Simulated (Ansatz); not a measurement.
**ZrSi3O8: the band gap up the ladder of functionals**

One table from this session's results is given with a row withheld; the runs are named, their logs left out.

Program: Ansatz 0.2.0. PAW datasets, plane waves. These are computed values for a spin-unpolarised cell that may be hypothetical; none is a measurement.

**Starting point**

The cell was relaxed beforehand with r2SCAN.

It is orthorhombic, Pmm2 (No. 25); a = 3.470 Å, b = 5.814 Å, c = 5.746 Å in the conventional setting, 9.66 Å³ an atom. Around Si lie 6 O at 1.64–2.04 Å; around Si lie 5 O at 1.66–2.01 Å; around O lie 2 Si at 1.66 Å; around O lie 2 Si at 1.80 Å; around O lie 3 Si at 1.83–2.04 Å.

The structure in full:

```
Si O Zr
1.0
     3.46970    0.00000    0.00000
     0.00000    5.81364    0.00000
     0.00000    0.00000    5.74628
Si O Zr
3 8 1
Direct
  0.00000 0.00000 0.07890
  0.50000 0.24743 0.44188
  0.50000 0.75257 0.44188
  0.50000 0.00000 0.58564
  0.50000 0.00000 0.16298
  0.00000 0.23434 0.34306
  0.00000 0.20541 0.88382
  0.50000 0.50000 0.60935
  0.50000 0.50000 0.20361
  0.00000 0.76566 0.34306
  0.00000 0.79459 0.88382
  0.00000 0.50000 0.02200
```

The first run:

input.yaml

```yaml
crystal:
  lattice:
    - [3.4697024656, 0.0, 0.0]
    - [0.0, 5.813642782, 0.0]
    - [0.0, 0.0, 5.7462848018]
  atoms:
    - { symbol: Si, position: [0.0, 0.0, 0.0788971749] }
    - { symbol: Si, position: [0.5, 0.2474282254, 0.4418811448] }
    - { symbol: O, position: [0.5, 0.0, 0.5856404572] }
    - { symbol: O, position: [0.5, 0.0, 0.1629772796] }
    - { symbol: O, position: [0.0, 0.234339678, 0.3430558725] }
    - { symbol: O, position: [0.0, 0.2054119249, 0.8838223534] }
    - { symbol: Zr, position: [0.0, 0.5, 0.0220011094] }
    - { symbol: Si, position: [0.5, 0.7525717746, 0.4418811448] }
    - { symbol: O, position: [0.5, 0.5, 0.6093523415] }
    - { symbol: O, position: [0.5, 0.5, 0.2036128958] }
    - { symbol: O, position: [0.0, 0.765660322, 0.3430558725] }
    - { symbol: O, position: [0.0, 0.7945880751, 0.8838223534] }
kpoints:
  mp_grid: { grid: [8, 4, 4] }
  band_path:
    path:
      - [[0.0, 0.0, 0.0], [0.5, 3.810026123551e-34, 1.685196926447e-34], [0.5, 0.5, -5.083168475074e-18], [1.184658564142e-50, 0.5, -5.083168475074e-18], [0.0, 0.0, 0.0], [6.304396482378e-53, 6.53360546922e-34, 0.5], [0.5, 1.143794580039e-33, 0.5], [0.5, 0.5, 0.5], [1.027225313281e-50, 0.5, 0.5], [6.304396482378e-53, 6.53360546922e-34, 0.5]]
      - [[0.5, 3.810026123551e-34, 1.685196926447e-34], [0.5, 1.143794580039e-33, 0.5]]
      - [[1.184658564142e-50, 0.5, -5.083168475074e-18], [1.027225313281e-50, 0.5, 0.5]]
      - [[0.5, 0.5, -5.083168475074e-18], [0.5, 0.5, 0.5]]
    npoints: 10
hamiltonian:
  xc: pbe
scf:
  occupations: { method: fermi_dirac, width: 0.02 }
  n_extra_bands: 7
output:
  forces: true
  stress: true
  eigenvalues: true
  write_density: true
  write_potential: true
  elf: true
  volumetric_format: npy
```

Among the steps run: Band structure with PBE; r2SCAN at the same geometry; Single point with HSE06; Single point with PBE+SOC; PBE0.

One table of the session follows, with a row left open; its other results are not shown here.

```
  level  gap (eV)
    PBE      3.73
 r2SCAN      4.43
  HSE06         ?
PBE+SOC      3.73
   PBE0      6.24
```

Estimate the missing values for HSE06.

The run gave: gap (eV): 5.48. In the column «gap (eV)» it lies between r2SCAN (4.43) and PBE0 (6.24).

Meshes: PBE 8×4×4, r2SCAN 8×4×4, HSE06 4×4×4, PBE+SOC 8×4×4, PBE0 4×4×4

In words: The gap runs from 3.73 eV (PBE+SOC) to 6.24 eV (PBE0). Against HSE06, PBE is short by 1.75 eV, at 68 % of it, and r2SCAN 81 %. PBE0 lies 0.76 eV above HSE06, which differs from it by screening the long-range exchange.

Limits of these values: Warnings in the runs' records: stress exchange threshold loose, stress scf threshold loose.
